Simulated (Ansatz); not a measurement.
The same calculation of CH7ClN2Si, SMILES N[SiH](N)CCl as a Python script and as an input file (Ansatz's Python interface).

Script `opt.py`:
```python
# -*- coding: utf-8 -*-
'''Relax the CH7ClN2Si molecule.'''

import ansatz as az
import numpy as np
import pandas as pd

config = {
    'basis_set': 'def2-SVP',
    'xc': 'hf',
}

GEOMETRY = '''
N    -1.53200    0.31110    0.71120
Si    0.01830   -0.15810    0.56870
N     0.62860    1.39110    0.31130
C     0.43900   -1.36560   -0.76390
Cl    0.05180   -0.65640   -2.37690
H    -1.57740    1.14720    1.35810
H    -1.83590    0.77600   -0.17930
H     0.50480   -0.58380    1.89270
H     0.55660    1.66210   -0.61240
H     1.66670    1.37830    0.51670
H    -0.27290   -2.26730   -0.65380
H     1.42940   -1.68990   -0.73840
'''

system = az.Crystal.molecule()
for line in GEOMETRY.strip().splitlines():
    symbol, *xyz = line.split()
    system = system.atom(symbol, [float(v) for v in xyz])

calc = (
    system.calculation()
    .basis(gaussian=config['basis_set'])
    .functional(config['xc'])
)
symbols = [site.symbol for site in system.cartesian_sites]
start = np.array([site.position_ang for site in system.cartesian_sites], dtype=float)
summary = calc.relax(force_tolerance=0.005).run(threads=1).report
end = np.array(summary['positions_ang'])

print(f'E = {summary["free_energy_ev"]:.6f} eV = {summary["free_energy_ev"] / 27.211386246:.7f} Ha')
print('converged:', summary['converged'], ' doubts:', summary['published_state_doubts'] or 'none')

print('final positions (A) and the move of each atom')
for symbol, xyz, old in zip(symbols, end, start):
    print(f'{symbol:2s} {xyz[0]:10.5f} {xyz[1]:10.5f} {xyz[2]:10.5f}   {np.linalg.norm(xyz - old):7.4f}')

charges = summary['charge_distribution']
table = pd.DataFrame({'atom': symbols, 'mulliken': charges['mulliken_charges_e'], 'lowdin': charges['lowdin_charges_e']})
print(table.round(3).to_string())
print('dipole (e A):', np.round(charges['dipole_moment_e_ang'], 4) + 0.0)
with open('ch7cln2si_opt.xyz', 'w') as handle:
    handle.write(f'{len(symbols)}\nrelaxed CH7ClN2Si\n')
    handle.writelines(f'{s:2s} {x:11.6f} {y:11.6f} {z:11.6f}\n' for s, (x, y, z) in zip(symbols, end))
```

```console
$ python opt.py
E = -24462.749288 eV = -898.9894549 Ha
converged: True  doubts: none
final positions (A) and the move of each atom
N    -1.57509    0.36500    0.60361    0.1278
Si    0.10050    0.00644    0.57667    0.1841
N     1.07430    1.39818    0.32434    0.4460
C     0.29278   -1.34353   -0.74976    0.1486
Cl   -0.29038   -0.75695   -2.36268    0.3569
H    -1.94904    1.12632    1.13466    0.4341
H    -2.16148    0.12670   -0.17172    0.7264
H     0.60005   -0.58762    1.84014    0.1089
H     0.93182    2.01339   -0.45288    0.5382
H     2.00253    1.46814    0.69147    0.3891
H    -0.28189   -2.23791   -0.51620    0.1410
H     1.33290   -1.63348   -0.88364    0.1833
   atom  mulliken  lowdin
0     N    -0.541   0.001
1    Si     1.035   0.261
2     N    -0.544  -0.010
3     C    -0.275  -0.194
4    Cl    -0.253   0.096
5     H     0.144  -0.001
6     H     0.149  -0.006
7     H    -0.188  -0.119
8     H     0.145  -0.001
9     H     0.144  -0.001
10    H     0.094  -0.010
11    H     0.090  -0.013
dipole (e A): [0.1312 0.1522 0.1891]
```

`input.yaml`:
```yaml
crystal:
  periodic: [false, false, false]
  atoms:
    - { symbol: "N", position_ang: [-1.532, 0.3111, 0.7112] }
    - { symbol: Si, position_ang: [0.0183, -0.1581, 0.5687] }
    - { symbol: "N", position_ang: [0.6286, 1.3911, 0.3113] }
    - { symbol: C, position_ang: [0.439, -1.3656, -0.7639] }
    - { symbol: Cl, position_ang: [0.0518, -0.6564, -2.3769] }
    - { symbol: H, position_ang: [-1.5774, 1.1472, 1.3581] }
    - { symbol: H, position_ang: [-1.8359, 0.776, -0.1793] }
    - { symbol: H, position_ang: [0.5048, -0.5838, 1.8927] }
    - { symbol: H, position_ang: [0.5566, 1.6621, -0.6124] }
    - { symbol: H, position_ang: [1.6667, 1.3783, 0.5167] }
    - { symbol: H, position_ang: [-0.2729, -2.2673, -0.6538] }
    - { symbol: H, position_ang: [1.4294, -1.6899, -0.7384] }
basis:
  gaussian:
    orbitals: def2-SVP
hamiltonian:
  xc: hf
relax:
  f_tol: 0.005
```

Total energies depend on the basis set; only differences at equal settings carry meaning. The end point is the stationary point reached from this start; no frequency run checks that it is a minimum, and the basis set is modest. The Löwdin charges here are taken after orthogonalising the functions within each atom; they differ from plain Löwdin charges, and their signs can be unphysical. It ran for 48 s on 1 thread of Arm Neoverse V2 (shared host), peak memory 0.36 GiB.

(A comment or docstring line of the script was reworded after the run, the code is as it ran; lines on the test bed's own set-up are left out of the output.)
